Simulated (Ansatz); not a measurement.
**Ti3Si (Fm-3m): convergence test of the plane-wave cutoff in Python**

How high a cutoff does Ti3Si (Fm-3m) need? A script is to give a convergence test of the plane-wave cutoff; the system is Ti3Si (Fm-3m).

Computed with Ansatz 0.2.0 through its Python package. Level of theory: DFT PBEsol, plane waves, PAW.

## Step 1: The system

The structure is cubic, space group Fm-3m (No. 225). The conventional cell has a = 6.289 Å, b = 6.289 Å, c = 6.289 Å, α = 90.00°, β = 90.00°, γ = 90.00°. Around Ti (site symmetry -43m) lie 4 Ti at 2.72 Å and 4 Si at 2.72 Å. Ti (site symmetry m-3m) has 8 Ti at 2.72 Å as nearest neighbours. Around Si (site symmetry m-3m) lie 8 Ti at 2.72 Å.

No structure file is read: the coordinates are typed or built in the script.

## Step 2: The code

File ecut_ti3si.py:

```python
# -*- coding: utf-8 -*-
import csv
import warnings

import ansatz as az

warnings.simplefilter("ignore", az.DeckWarning)

crystal = (
    az.Lattice.of((0.0, 3.144356, 3.144356), (3.144356, 0.0, 3.144356), (3.144356, 3.144356, 0.0))
    .atom("Ti", (0.75, 0.75, 0.75))
    .atom("Ti", (0.25, 0.25, 0.25))
    .atom("Ti", (0.0, 0.0, 0.0))
    .atom("Si", (0.5, 0.5, 0.5))
)

job = crystal.calculation()
job = job.functional("pbesol")
job = job.kpoints(6)
job = job.occupations("fermi_dirac", width=0.15).mixing("msr1", ndim=8, beta=0.2)
job = job.scf(tolerance=1e-05)

rows = []
for value in [250, 350, 450, 550, 650, 750]:
    rep = job.basis(value).run(threads=1, pin="off").report
    rows.append((value, rep["free_energy_ev"] / len(rep["lattice"]["sites"]), rep["n_iterations"], rep["n_pw"]))

with open("ecut.csv", "w", newline="") as handle:
    writer = csv.writer(handle)
    writer.writerow(["cutoff (eV)", "F/atom (eV)", "iterations", "plane waves"])
    writer.writerows([round(v, 5) if isinstance(v, float) else v for v in row] for row in rows)

for row in rows[:-1]:
    shift = 1000 * (row[1] - rows[-1][1])
    print(f"{row[0]}: {shift:+.2f} meV/atom" + ("  (within 2 meV)" if abs(shift) < 2 else ""))
```

## Step 3: The calls as engine input

The package turns the script's settings into the engine's input (first run):

```yaml
crystal:
  lattice:
    - [0.0, 3.144356, 3.144356]
    - [3.144356, 0.0, 3.144356]
    - [3.144356, 3.144356, 0.0]
  atoms:
    - { symbol: Ti, position: [0.75, 0.75, 0.75] }
    - { symbol: Ti, position: [0.25, 0.25, 0.25] }
    - { symbol: Ti, position: [0.0, 0.0, 0.0] }
    - { symbol: Si, position: [0.5, 0.5, 0.5] }
basis:
  ecutwfc: 250.0
kpoints:
  mp_grid:
    grid: [6, 6, 6]
hamiltonian:
  xc: pbesol
scf:
  convergence:
    dr2_threshold: 1.0e-05
  mixing:
    algorithm: msr1
    beta: 0.2
    ndim: 8
  occupations:
    method: fermi_dirac
    width: 0.15
```

## Step 4: Launch

Started as:

```sh
$ python ecut_ti3si.py
```

**Question.** How fast does the energy converge with the cutoff (threshold 2 meV an atom)?

The runs gave:

```
                              quantity           value
                         runs compared               6
       last run but one, from the last  +0.14 meV/atom
within 5 meV/atom of the last run from             450
```

**Reading.** Runs 1, 2: each has a cutoff under the recommended one, so what rests on them isn't a property of the system. From 450 eV on it stays within 2 meV an atom of the value at 750 eV; the first row (250 eV) is off by 773.2 meV and the last but one by 0.14 meV. The energy falls steadily, as expected when plane waves are added. Spin is left out of this run. For a metal this k-point mesh is coarse: on a finer one energies can move by several to tens of meV an atom and pressures by half a GPa or more, differences at one mesh by less. The smearing is wide enough that free energy and stress hold a thermal part of the electrons. This cell is a computed structure, which may not be the phase found in nature. Shifts are counted from the last row, which is itself no proven limit.
